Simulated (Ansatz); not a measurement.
CsSi2:

```
Cs Si
1.0
     6.37157    0.00000    0.00000
    -3.18578    5.51794    0.00000
     0.00000    0.00000    4.47866
Cs Si
1 2
Direct
  0.00000 0.00000 0.00000
  0.66667 0.33333 0.25039
  0.66667 0.33333 0.74961
```

The cell was built by a generator and needn't be a form met in nature.

* Program: Ansatz 0.2.0
* Task: relaxation of cell and atoms
* Functional: LDA
* Potentials or basis: Ansatz PAW
* Cutoff: 420 eV (not typed: the program's choice for these potentials)
* k mesh: 5 × 5 × 6
* Occupations: fermi-dirac, width 0.05 eV
* Spin: no spin polarisation

At the start: volume 52.49 Å³/atom.

Problem. How do energy, volume and symmetry change on relaxing?

Solution. It ends after 6 steps and the volume is 46.67 Å³/atom (-11.1 %); space group P-6m2 (No. 187, to 0.05 Å).

The path:
```
step  energy change (eV)  largest force (eV/Å)  volume (Å³)
   1              0.0000                0.1677       157.46
   2             -0.0511                0.0028       151.51
   3             -0.1076                0.0930       143.04
   4             -0.1107                0.0115       140.80
   5             -0.1111                0.0067       140.02
   6             -0.1105                0.0067       140.02
```

Final structure:
```yaml
crystal:
  lattice:
    - [6.12435, 0.00000, 0.00000]
    - [-3.06217, 5.30385, 0.00000]
    - [0.00000, 0.00000, 4.31058]
  atoms:
    - { symbol: Cs, position: [0.00000, 0.00000, 0.00000] }
    - { symbol: Si, position: [0.66667, 0.33333, 0.25014] }
    - { symbol: Si, position: [0.66667, 0.33333, 0.74986] }
```

Caveat: the plane-wave basis is chosen anew once the cell has moved, so the energies of steps on either side of that aren't comparable; the PAW data sets come from PBE, with cores solved anew for the run's functional, which leaves a small shift of forces and pressure.
